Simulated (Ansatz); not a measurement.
# CH6AlBO: how energies converge with the basis set

The task here is to estimate one member of a computed series from the others.

Program: Ansatz 0.2.0, Gaussian basis. Level of theory: one geometry, several basis sets. These are calculated values, not measurements.

The runs, in order: PBE0-D4/def2-SVP; ωB97M-V/def2-SVP; PBE0-D4/def2-QZVPP; ωB97M-V/def2-QZVPP; the functionals' def2-TZVPP values are taken from earlier runs.

### Structure used throughout

An earlier PBE0-D4 in a triple-zeta def2 set relaxation fixed the geometry.

SMILES `B[O][AlH][CH3]`, 10 atoms, charge 0, spin multiplicity 1.

Atoms are counted from 1 here; the program's logs count them from 0.

Bond lengths: B1–O2 1.331 Å, B1–H5 1.205 Å, B1–H6 1.205 Å, O2–Al3 1.690 Å, Al3–C4 1.939 Å, Al3–H7 1.580 Å, C4–H8 1.092 Å, C4–H9 1.095 Å, C4–H10 1.095 Å. Angles: O2–B1–H5 119.7°, O2–B1–H6 119.7°, H5–B1–H6 120.6°, B1–O2–Al3 179.9°, O2–Al3–C4 119.0°, O2–Al3–H7 115.7°, C4–Al3–H7 125.3°, Al3–C4–H8 112.4°, Al3–C4–H9 110.9°, Al3–C4–H10 110.8°, H8–C4–H9 108.0°, H8–C4–H10 108.0°, H9–C4–H10 106.4°.

The first run:

in.yaml

```yaml
crystal:
  periodic: [false, false, false]
  atoms:
    - {symbol: B, position_ang: [-0.645029, 2.244456, 0.602166]}
    - {symbol: O, position_ang: [0.038121, 1.150272, 0.275395]}
    - {symbol: Al, position_ang: [0.906597, -0.238751, -0.140803]}
    - {symbol: C, position_ang: [-0.057076, -1.893734, -0.445997]}
    - {symbol: H, position_ang: [-1.048252, 2.977744, -0.265436]}
    - {symbol: H, position_ang: [-0.856473, 2.491693, 1.762868]}
    - {symbol: H, position_ang: [2.472615, -0.059875, -0.247985]}
    - {symbol: H, position_ang: [-1.133206, -1.783052, -0.295533]}
    - {symbol: H, position_ang: [0.299742, -2.682593, 0.224289]}
    - {symbol: H, position_ang: [0.106062, -2.257258, -1.465964]}
basis:
  gaussian: {orbitals: def2-SVP}
hamiltonian: {xc: pbe0, dispersion: d4}
output: {orbitals: {seedname: orbitals}}
```

Command:

```
> ansatz run in.yaml --threads 2 --pin off --events-out ev --progress --plain --max-ram 4352MiB
```

Steps of the session up to this table: PBE0-D4 in def2-SVP; ωB97M-V in def2-SVP; PBE0-D4 in def2-QZVPP; ωB97M-V in def2-QZVPP.

One table of the session follows, with a row left open; its other results are not shown here.

It belongs to the step «Functionals by basis». 

```
functional       basis  HOMO (eV)
   PBE0-D4    def2-SVP      -7.79
   PBE0-D4  def2-TZVPP      -7.84
   PBE0-D4  def2-QZVPP      -7.85
   ωB97M-V    def2-SVP          ?
   ωB97M-V  def2-TZVPP     -10.20
   ωB97M-V  def2-QZVPP     -10.20
```

Estimate the missing values for ωB97M-V, def2-SVP.

**Answer.** HOMO (eV): -10.09. In the column «HOMO (eV)» it lies between ωB97M-V, def2-QZVPP (-10.20) and PBE0-D4, def2-QZVPP (-7.85).
